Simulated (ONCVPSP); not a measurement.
# An ONCV potential for cadmium, from input to tests

Aim: build the potential from the settings below, then test how well it stands in for the atom: other configurations, scattering, ghost states and the plane-wave cutoff that it needs.

Program: ONCVPSP 4.0.1.1 (patched build). Reference atom: PBE, scalar-relativistic, spherical and spin-unpolarised. All values are calculated.

**1. The atom and the settings**

The settings as typed:

```
element                 : cadmium (Cd, Z = 48)
type                    : optimised norm-conserving Vanderbilt (ONCV)
frozen core             : [Kr]
valence charge          : 12
reference configuration : 4d10 5s2
partial waves           : 5s: rc 2.40 bohr, ncon 3, nbas 6, qcut 2.1 1/bohr, 3 projectors, debl 1.5 Ha; p scattering state at 0.27 Ha: rc 2.10 bohr, ncon 3, nbas 8, qcut 4.5 1/bohr, 3 projectors, debl 2 Ha; 4d: rc 1.30 bohr, ncon 4, nbas 7, qcut 8.5 1/bohr, local; f scattering state at 0.14 Ha: rc 2.35 bohr, ncon 4, nbas 8, qcut 4.5 1/bohr, 2 projectors, debl 3.8 Ha
local potential         : the d channel
core correction         : Teter function, fcfact 3.25, rcfact 1.15
```

**2. Generating the potential**

The input, Cd.dat:

```
# ATOM AND REFERENCE CONFIGURATION
# atsym  z   nc   nv     iexc    psfile
  Cd 48.00    8    2        4      upf
#
#   n    l    f
    1    0    2.00
    2    0    2.00
    2    1    6.00
    3    0    2.00
    3    1    6.00
    3    2   10.00
    4    0    2.00
    4    1    6.00
    4    2   10.00
    5    0    2.00
#
# PSEUDOPOTENTIAL AND OPTIMIZATION
# lmax
    3
#
#   l,   rc,      ep,       ncon, nbas, qcut
    0    2.40    0.00    3    6    2.10
    1    2.10    0.27    3    8    4.50
    2    1.30    0.00    4    7    8.50
    3    2.35    0.14    4    8    4.50
#
# LOCAL POTENTIAL
# lloc, lpopt,  rc(5),   dvloc0
    2    5    1.30    0.00
#
# VANDERBILT-KLEINMAN-BYLANDER PROJECTORs
# l, nproj, debl
    0    3    1.50
    1    3    2.00
    2    0    2.50
    3    2    3.80
#
# MODEL CORE CHARGE
# icmod, fcfact, rcfact
    3    3.25    1.15
#
# LOG DERIVATIVE ANALYSIS
# epsh1, epsh2, depsh
   -2.00    5.00    0.02
#
# OUTPUT GRID
# rlmax, drl
    6.00    0.01
#
# TEST CONFIGURATIONS
# ncnf
    4
# nvcnf
#   n    l    f
    2
    4    2   10.00
    5    0    1.00
#
    2
    4    2   10.00
    5    0    0.00
#
    2
    4    2    9.00
    5    0    0.00
#
    2
    4    2    9.00
    5    0    2.00
#
```

The run is started by

```sh
$ oncvpsp.x < Cd.dat > Cd.out
```

Before running it: what results should come out? Wanted: cutoffs for 1 and 0.1 mHa per electron, occupied waves; bound ghosts; GHOST(+) flags; largest test error; largest phase difference near zero energy, channels read; rms error of d²Exc/dn², without and with the model core.

**Answer**, as computed:

| quantity | value |
| --- | --- |
| cutoffs for 1 and 0.1 mHa per electron, occupied waves | 34 Ha and 75 Ha |
| bound ghosts | p at -262.70 eV |
| GHOST(+) flags | s at 3 eV, p at 51 eV, f at 110 eV |
| largest test error (AE − PS) | +22 meV, for 4d10 5s0 (1 test unsolved) |
| largest phase difference near zero energy, channels read | 3.142 rad |
| rms error of d²Exc/dn², without and with the model core | 5.56 and 3.39 mHa |

**Reading.** It has a bound ghost (p), a state that the atom doesn't have, and that rules the file out. By total energies transferability is good where solved: the largest error is 22 meV on 26.4 eV, for 4d10 5s0. Atomic tests can pass in spite of a ghost, since they solve only for the levels asked. Of the tests 1 gave no usable energy difference, which is a warning in itself. By its cutoff, 34 Ha for the looser tolerance, it is of middling hardness. At the looser tolerance the 4d wave is the slowest; 5s needs 12 Ha. Of the channels read, s scatters worst near zero energy, by up to 3.14 rad. A step near π is an extra or missing state, not a misfit of shape. The pseudo curves have a pole with no partner nearby in the atom's: s at 0.10 Ha. At positive energy that is a spurious or a displaced resonance. The program also flags highly localised states, GHOST(+) (s, p, f). All of this concerns the isolated atom, not yet a solid.
